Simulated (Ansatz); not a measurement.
# BH6NO2S: the cost of one run

Program: Ansatz 0.2.0. Level of theory: RKS PBE0-D4/def2-SVP. These are calculated values, not measurements.

## Step 1: The system as given

Bond lengths: B1–O2 1.760 Å, O2–H3 1.010 Å, B1–O4 1.410 Å, O4–H5 1.010 Å, B1–N6 1.550 Å, N6–H7 1.060 Å, N6–H8 1.060 Å, B1–S9 2.190 Å, S9–H10 1.400 Å, O2–H11 1.122 Å, S9–H11 1.382 Å. Angles (14 of 17 angles, heavy atoms first): O2–B1–O4 120.0°, O2–B1–N6 120.0°, O2–B1–S9 71.6°, O4–B1–N6 120.0°, O4–B1–S9 96.8°, N6–B1–S9 101.3°, B1–O2–H3 109.5°, B1–O2–H11 86.3°, B1–O4–H5 109.5°, B1–N6–H7 120.0°, B1–N6–H8 120.0°, B1–S9–H10 109.5°, B1–S9–H11 64.5°, O2–H11–S9 137.6°.

Structure file:

```xyz
11

B     0.0000    0.0000    0.0000
O     0.0000    0.0000    1.7600
H    -0.9095   -0.2814    2.0971
O     1.2211    0.0000   -0.7050
H     1.5209   -0.9519   -0.8599
N    -1.3423    0.0000   -0.7750
H    -2.0112   -0.8164   -0.6764
H    -1.5914    0.8164   -1.4036
S     0.0982    2.0760    0.6906
H     0.6507    2.1151    1.9763
H     0.0529    1.1186    1.6867
```

## Step 2: Pulling towards end A

Springs on the bonds that form and break draw the guess towards this end; the thresholds are loose.

input.yaml reads:

```yaml
crystal:
  periodic: [false, false, false]
  atoms:
    - { symbol: B, position_ang: [0.0, 0.0, 0.0] }
    - { symbol: O, position_ang: [0.0, 0.0, 1.76] }
    - { symbol: H, position_ang: [-0.9095, -0.2814, 2.0971] }
    - { symbol: O, position_ang: [1.2211, 0.0, -0.705] }
    - { symbol: H, position_ang: [1.5209, -0.9519, -0.8599] }
    - { symbol: "N", position_ang: [-1.3423, 0.0, -0.775] }
    - { symbol: H, position_ang: [-2.0112, -0.8164, -0.6764] }
    - { symbol: H, position_ang: [-1.5914, 0.8164, -1.4036] }
    - { symbol: S, position_ang: [0.0982, 2.076, 0.6906] }
    - { symbol: H, position_ang: [0.6507, 2.1151, 1.9763] }
    - { symbol: H, position_ang: [0.0529, 1.1186, 1.6867] }
basis:
  gaussian: { orbitals: def2-SVP }
hamiltonian:
  xc: pbe0
  dispersion: d4
relax:
  f_tol: 0.15
  max_steps: 25
  restrain:
    - { distance: [0, 8], at: 3.09, k: 30.0 }
    - { distance: [10, 1], at: 2.21, k: 30.0 }
    - { distance: [0, 1], at: 1.41, k: 30.0 }
    - { distance: [10, 8], at: 1.4, k: 30.0 }
```

The run is started by

```sh
$ ansatz run input.yaml --threads 2 --pin off --max-ram 3072MiB --backend cpu --events-out ev --progress --plain --runs-dir out
```

Q: Estimate wall time and peak memory on 2 threads of Arm Neoverse V2, shared host.

About 43 s, with a peak of 0.22 GiB.
